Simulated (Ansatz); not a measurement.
# AlGa3Sb4: the cost of one run

Computed with Ansatz 0.2.0 (DFT PBE, scalar-relativistic, plane waves, PAW, unless a step names another level, unless a step's input says otherwise).

1 further run of the same task is left out (it didn't finish). Runs told in other sessions of the task aren't counted.

## Step 1: The system as given

The structure is tetragonal, space group P-4m2 (No. 115). Conventional cell: a = 4.398 Å, b = 4.398 Å, c = 12.421 Å, α = 90.00°, β = 90.00°, γ = 90.00°. Around Al (site symmetry -4m2) lie 4 Sb at 2.69 Å. Ga (site symmetry -4m2) has 4 Sb at 2.69 Å in its first shell of neighbours. Ga (site symmetry 2mm) is surrounded by 4 Sb at 2.69 Å. Sb (site symmetry 2mm) is surrounded by 4 Ga at 2.69 Å. Sb (site symmetry 2mm) is surrounded by 2 Al at 2.69 Å and 2 Ga at 2.69 Å.

Coordinates:

```cif
data_structure
_symmetry_space_group_name_H-M 'P-4m2'
_symmetry_Int_Tables_number 115
_cell_length_a 4.3983
_cell_length_b 4.3983
_cell_length_c 12.4214
_cell_angle_alpha 90.000
_cell_angle_beta 90.000
_cell_angle_gamma 90.000
_cell_volume 240.29
loop_
_atom_site_label
_atom_site_type_symbol
_atom_site_symmetry_multiplicity
_atom_site_Wyckoff_symbol
_atom_site_fract_x
_atom_site_fract_y
_atom_site_fract_z
_atom_site_occupancy
Al1 Al 1 d 0.00000 0.00000 0.50000 1
Ga1 Ga 1 a 0.00000 0.00000 0.00000 1
Ga2 Ga 2 f 0.50000 0.50000 0.24956 1
Sb1 Sb 2 g 0.50000 0.00000 0.12481 1
Sb2 Sb 2 g 0.00000 0.50000 0.37479 1
```

The cell was relaxed beforehand at this level, from a generated guess; it is a trial structure. At a tolerance of 0.05 Å it has space group P-4m2 (No. 115); it has 30.04 Å³/atom, an uncorrected energy of -0.17 eV/atom over the elements and, on its mesh, gap none (metal).

## Step 2: Strained cells: the elastic tensor

The input, input.yaml:

```yaml
crystal:
  lattice:
    - [4.3991768182, 0.0, 0.0]
    - [0.0, 4.3991768182, 0.0]
    - [0.0, 0.0, 12.4260512846]
  atoms:
    - { symbol: Al, position: [0.0, 0.0, 0.5] }
    - { symbol: Ga, position: [0.0, 0.0, 0.0] }
    - { symbol: Ga, position: [0.5, 0.5, 0.2495704471] }
    - { symbol: Ga, position: [0.5, 0.5, 0.7504295529] }
    - { symbol: Sb, position: [0.5, 0.0, 0.1248006754] }
    - { symbol: Sb, position: [0.0, 0.5, 0.3748086709] }
    - { symbol: Sb, position: [0.5, 0.0, 0.6251913291] }
    - { symbol: Sb, position: [0.0, 0.5, 0.8751993246] }
basis:
  ecutwfc: 420
kpoints:
  mp_grid: { grid: [8, 8, 4] }
hamiltonian:
  xc: pbe
scf:
  occupations: { method: fermi_dirac, width: 0.15 }
output:
  forces: true
  stress: true
  eigenvalues: true
elastic:
  mode: relaxed_ion
  amplitude: 0.005
  stencil: two_point
```

Run with:

```console
> ansatz run input.yaml --threads 4 --pin off --max-ram 8192MiB --backend cpu --events-out ev --progress --plain --runs-dir out
```

What time and memory should one allow on 4 threads of Intel Xeon 6975P-C (Granite Rapids), shared host?

About 14 min, with a peak of 1.6 GiB.
